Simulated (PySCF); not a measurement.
# WCl₂: relaxation and vibrations of the triplet

Where does triplet WCl₂ go from a linear start, is the end point a minimum, and what are its modes, charges and moments?

The runs use PySCF 2.14.0; PBE0, basis W def2-TZVP with ECP60, Cl def2-TZVP, scalar-relativistic core potentials, no spin–orbit coupling, density fitting.

**1. Starting geometry**

3 atoms, charge 0, spin multiplicity 3.

Bond lengths: W1–Cl2 2.360 Å, W1–Cl3 2.360 Å. Angles: Cl2–W1–Cl3 180.0°.

Coordinates in bohr (charge 0 multiplicity 3):
```
W     0.0000    0.0000    0.0000
Cl    0.0000    0.0000    4.4598
Cl    0.0000    0.0000   -4.4598
```

**2. First SCF at the start**

One driver script runs all steps and calls PySCF; scf.py shows how it sets up the SCF of each step. The optimiser is the driver's own. After this first run the driver tries any further starts and a stability analysis.

The input, scf.py:

```python
from pyscf import gto, scf, dft
mol = gto.M(atom='''
W      0.000000     0.000000     0.000000
Cl     0.000000     0.000000     2.360000
Cl     0.000000     0.000000    -2.360000''',
    basis={'W': 'def2-TZVP', 'Cl': 'def2-TZVP'},
    ecp={'W': 'def2-TZVP'},
    charge=0, spin=2)
mf = dft.UKS(mol, xc='PBE0')
mf.grids.atom_grid = (50, 194)
aux = {'W': 'def2-universal-JKFIT', 'Cl': 'def2-universal-JKFIT'}
mf = mf.density_fit(auxbasis=aux)
mf.conv_tol = 1e-08
mf.diis_space = 10
mf.max_cycle = 60
mf.init_guess = 'minao'
mf.verbose = 4
mf.kernel()
```

On the command line:

```bash
OMP_NUM_THREADS=4 python axn.py task.json out
```

After this run come: Relaxing the triplet from the linear start; Vibrations and properties at this point.

What does the calculation give? Wanted: minimum; geometry; wavenumbers; dipole moment; highest occupied, lowest empty level; polar-tensor charge of W1; zero-point energy; atomisation energy; ⟨S²⟩.

As calculated:

| quantity | value |
| --- | --- |
| minimum | triplet, D∞h |
| geometry | W–Cl 2.208 Å (×2); Cl–W–Cl 180.0° |
| wavenumbers (cm⁻¹) | 35 (πu), 419 (σg+), 428 (σu+) |
| dipole moment | 0.00 D |
| highest occupied, lowest empty level (either spin) | -5.82, -3.66 eV |
| polar-tensor charge of W1 | +0.90 e |
| zero-point energy | 5.5 kJ/mol |
| entropy at 298.15 K | 312.3 J/(mol K) |
| atomisation energy (no zero-point energy) | 824 kJ/mol |
| ⟨S²⟩ | 2.018 |

**Reading.** The molecule stays D∞h, as typed, and the end point is a minimum. The strongest infrared band lies at 428 cm⁻¹ (σu+, stretch). The dipole vanishes although W1 carries +0.9 e by the polar tensor: the bond dipoles cancel. Most of the spin sits on W1 (Mulliken spin 2.15, against 2 for the whole molecule). Only this shape and spin were tried, so other structures or states may lie lower. Open d and f shells are described by one determinant, and the ground state may have another occupation or spin. Spin–orbit coupling, left out here, can matter for elements this heavy.
